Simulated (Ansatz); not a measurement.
# C₂H₆BCl₂N: a ladder of functionals and wavefunction methods

How much do the methods differ for C₂H₆BCl₂N? The plan is to run it at one geometry with functionals of several rungs and with coupled cluster. The yardstick is the atomisation energy at the CCSD(T) limit.

Method: functionals in def2-TZVPP, the program's frozen cores in correlated methods; program: Ansatz 0.2.0, Gaussian basis.

Levels to be run: LDA (SPW92), PBE-D4, revPBE-D4, BLYP-D4, r2SCAN-D4, B97M-V, PBE0-D4, B3LYP-D4, r2SCANh-D4, r2SCAN0-D4, HSE06-D4, BHLYP-D4, CAM-B3LYP-D4, LC-ωPBE, ωB97X-V, ωB97M-V, B2PLYP, PBE-QIDH; CCSD(T)/def2-SVP; CCSD(T)/def2-TZVPP; MP2/def2-QZVPP; extrapolation to the limit; RPA on PBE.

## (1) Structure used throughout

An earlier PBE0-D4 in a triple-zeta def2 set relaxation fixed the geometry.

SMILES `CN(C)B(Cl)Cl`, 12 atoms, charge 0, spin multiplicity 1.

Atoms are counted from 1 here; the program's logs count them from 0.

Bond lengths: C1–N2 1.447 Å, C1–H7 1.095 Å, C1–H8 1.095 Å, C1–H9 1.086 Å, N2–C3 1.447 Å, N2–B4 1.388 Å, C3–H10 1.095 Å, C3–H11 1.095 Å, C3–H12 1.086 Å, B4–Cl5 1.769 Å, B4–Cl6 1.769 Å. Angles: N2–C1–H7 110.2°, N2–C1–H8 110.2°, N2–C1–H9 110.8°, H7–C1–H8 107.9°, H7–C1–H9 108.8°, H8–C1–H9 108.8°, C1–N2–C3 112.4°, C1–N2–B4 123.8°, C3–N2–B4 123.8°, N2–C3–H10 110.2°, N2–C3–H11 110.2°, N2–C3–H12 110.8°, H10–C3–H11 107.9°, H10–C3–H12 108.8°, H11–C3–H12 108.8°, N2–B4–Cl5 121.7°, N2–B4–Cl6 121.7°, Cl5–B4–Cl6 116.5°.

## (2) LDA

This LDA is Slater exchange with PW92 correlation.

Contents of in.yaml:

```yaml
crystal:
  periodic: [false, false, false]
  atoms:
    - {symbol: C, position_ang: [-1.271289, -0.447161, 0.237655]}
    - {symbol: N, position_ang: [0.025052, 0.125611, -0.056696]}
    - {symbol: C, position_ang: [1.113455, -0.754504, 0.312063]}
    - {symbol: B, position_ang: [0.204279, 1.377925, -0.627995]}
    - {symbol: Cl, position_ang: [1.815343, 2.025360, -0.964329]}
    - {symbol: Cl, position_ang: [-1.166478, 2.409561, -1.057612]}
    - {symbol: H, position_ang: [-1.400747, -1.389748, -0.304735]}
    - {symbol: H, position_ang: [-1.356759, -0.660271, 1.308492]}
    - {symbol: H, position_ang: [-2.067387, 0.234445, -0.048851]}
    - {symbol: H, position_ang: [1.031951, -1.704006, -0.227574]}
    - {symbol: H, position_ang: [1.077360, -0.972546, 1.384714]}
    - {symbol: H, position_ang: [2.072221, -0.299765, 0.078766]}
basis:
  gaussian: {orbitals: def2-TZVPP}
hamiltonian: {xc: lda}
output: {orbitals: {seedname: orbitals}}
```

Launch:

```console
ansatz run in.yaml --threads 4 --pin off --events-out ev --progress --plain --max-ram 11315MiB
```

Further steps of the session: PBE-D4 (GGA); revPBE-D4 (GGA); BLYP-D4 (GGA); r2SCAN-D4 (meta-GGA); B97M-V (meta-GGA); PBE0-D4 (hybrid); B3LYP-D4 (hybrid); r2SCANh-D4 (hybrid); r2SCAN0-D4 (hybrid); HSE06-D4 (hybrid); BHLYP-D4 (hybrid); CAM-B3LYP-D4 (range-separated); LC-ωPBE (range-separated); ωB97X-V (range-separated); ωB97M-V (range-separated); B2PLYP (double hybrid); PBE-QIDH (double hybrid); CCSD(T) in def2-SVP; CCSD(T) in def2-TZVPP; MP2 in def2-QZVPP; RPA on PBE orbitals.

**Question.** What will the summary of the whole plan be? Wanted: atomisation energy, CCSD(T)/CBS; farthest beyond LDA; mean size of error, GGA; mean size of error, meta-GGA; mean size of error, hybrid; mean size of error, range-separated; mean size of error, double hybrid; gap, smallest and largest; T1 diagnostic.

The runs gave:

| quantity | value |
| --- | --- |
| atomisation energy, CCSD(T)/CBS | 1100.9 kcal/mol |
| functionals within 5.5 kcal/mol (0.5 %) | revPBE-D4, BLYP-D4, B3LYP-D4, r2SCANh-D4, LC-ωPBE, PBE-QIDH |
| farthest beyond LDA | PBE-D4 (+32.0 kcal/mol) |
| mean size of error, GGA | 12.4 kcal/mol |
| mean size of error, meta-GGA | 8.9 kcal/mol |
| mean size of error, hybrid | 11.1 kcal/mol |
| mean size of error, range-separated | 6.2 kcal/mol |
| mean size of error, double hybrid | 6.0 kcal/mol |
| gap, smallest and largest | 5.42 eV (LDA (SPW92)), 12.72 eV (LC-ωPBE) |
| T1 diagnostic | 0.0108 |
| triples share of the correlation energy | 4.1 % |

LDA overbinds by 168.1 kcal/mol (15 %). PBE-D4 misses by +32.0 kcal/mol. Double hybrids carry the basis error of their MP2 part in triple zeta, and no dispersion term here, so their miss is partly the set-up's. Taken by rung, double hybrid functionals do best (6.0 kcal/mol on average) and GGA ones worst beyond LDA (12.4 kcal/mol). hybrid functionals lie within the reference's doubt of that worst mean (11.1 kcal/mol), so those two tie. The gap between the best rungs is small, so their order is not settled. The reference freezes the cores and leaves out relativity and excitations past (T), so misses under about 5.5 kcal/mol can't be ranked. Hartree-Fock recovers 74 % of the binding; the rest is correlation. CCSD(T) in def2-SVP is off by -47.1 kcal/mol, worse than the median functional, from the basis alone. Orbital gaps span 5.4 to 12.7 eV; exact exchange widens them.
